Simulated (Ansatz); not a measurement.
# CH7ClSSi2: one species, many methods

One table from this session's results is given with a row withheld; the runs are named, their logs left out.

Method: functionals in def2-TZVPP, the program's frozen cores in correlated methods; program: Ansatz 0.2.0, Gaussian basis.

Plan: PBE-D4, r2SCAN-D4, PBE0-D4, B3LYP-D4, ωB97X-V, ωB97M-V, B2PLYP; CCSD(T)/def2-TZVPP; MP2/def2-QZVPP; extrapolation to the limit.

### Structure used throughout

All runs share one geometry, relaxed beforehand with PBE0-D4 in a triple-zeta def2 set.

SMILES `[SiH3]SC[SiH2]Cl`, 12 atoms, charge 0, spin multiplicity 1.

Atoms are counted from 1 here; the program's logs count them from 0.

Bond lengths: Si1–S2 2.136 Å, Si1–H6 1.487 Å, Si1–H7 1.483 Å, Si1–H8 1.484 Å, S2–C3 1.824 Å, C3–Si4 1.869 Å, C3–H9 1.093 Å, C3–H10 1.095 Å, Si4–Cl5 2.056 Å, Si4–H11 1.485 Å, Si4–H12 1.480 Å. Angles: S2–Si1–H6 108.4°, S2–Si1–H7 114.4°, S2–Si1–H8 104.7°, H6–Si1–H7 109.4°, H6–Si1–H8 110.8°, H7–Si1–H8 109.0°, Si1–S2–C3 103.0°, S2–C3–Si4 113.4°, S2–C3–H9 110.5°, S2–C3–H10 105.6°, Si4–C3–H9 111.5°, Si4–C3–H10 108.6°, H9–C3–H10 106.9°, C3–Si4–Cl5 109.5°, C3–Si4–H11 110.4°, C3–Si4–H12 110.6°, Cl5–Si4–H11 107.3°, Cl5–Si4–H12 108.4° and more.

The first run:

in.yaml reads:

```yaml
crystal:
  periodic: [false, false, false]
  atoms:
    - {symbol: Si, position_ang: [-2.063048, 0.642372, -0.151505]}
    - {symbol: S, position_ang: [-1.047418, -1.118889, 0.504383]}
    - {symbol: C, position_ang: [0.543249, -1.029933, -0.384503]}
    - {symbol: Si, position_ang: [1.857278, -0.077569, 0.541795]}
    - {symbol: Cl, position_ang: [1.379736, 1.922269, 0.546231]}
    - {symbol: H, position_ang: [-1.719197, 0.880011, -1.578355]}
    - {symbol: H, position_ang: [-1.753977, 1.858738, 0.637718]}
    - {symbol: H, position_ang: [-3.505275, 0.323734, -0.003427]}
    - {symbol: H, position_ang: [0.396015, -0.633879, -1.392055]}
    - {symbol: H, position_ang: [0.876454, -2.066624, -0.495265]}
    - {symbol: H, position_ang: [3.171341, -0.216038, -0.136248]}
    - {symbol: H, position_ang: [1.941740, -0.539489, 1.945031]}
basis:
  gaussian: {orbitals: def2-TZVPP}
hamiltonian: {xc: pbe, dispersion: d4}
output: {forces: true, orbitals: {seedname: orbitals}}
```

Run with:

```
$ ansatz run in.yaml --threads 4 --pin off --events-out ev --progress --plain --max-ram 10444MiB
```

Among the steps run: PBE-D4 (GGA); r2SCAN-D4 (meta-GGA); PBE0-D4 (hybrid); B3LYP-D4 (hybrid); ωB97X-V (range-separated); ωB97M-V (range-separated); B2PLYP (double hybrid); CCSD(T) in def2-TZVPP; MP2 in def2-QZVPP.

One table of the session follows, with a row left open; its other results are not shown here.

```
            method  atomisation energy (eV)
            PBE-D4                   40.079
         r2SCAN-D4                        ?
           PBE0-D4                   39.863
          B3LYP-D4                   39.866
           ωB97X-V                   40.363
           ωB97M-V                   40.232
            B2PLYP                   39.317
     HF/def2-TZVPP                   30.018
    MP2/def2-TZVPP                   39.211
   CCSD/def2-TZVPP                   38.426
CCSD(T)/def2-TZVPP                   38.946
           MP2/CBS                   40.367
       CCSD(T)/CBS                   40.102
```

**Question.** Estimate the row for r2SCAN-D4.

As computed: atomisation energy (eV): 40.119. In the column «atomisation energy (eV)» it lies between CCSD(T)/CBS (40.102) and ωB97M-V (40.232).
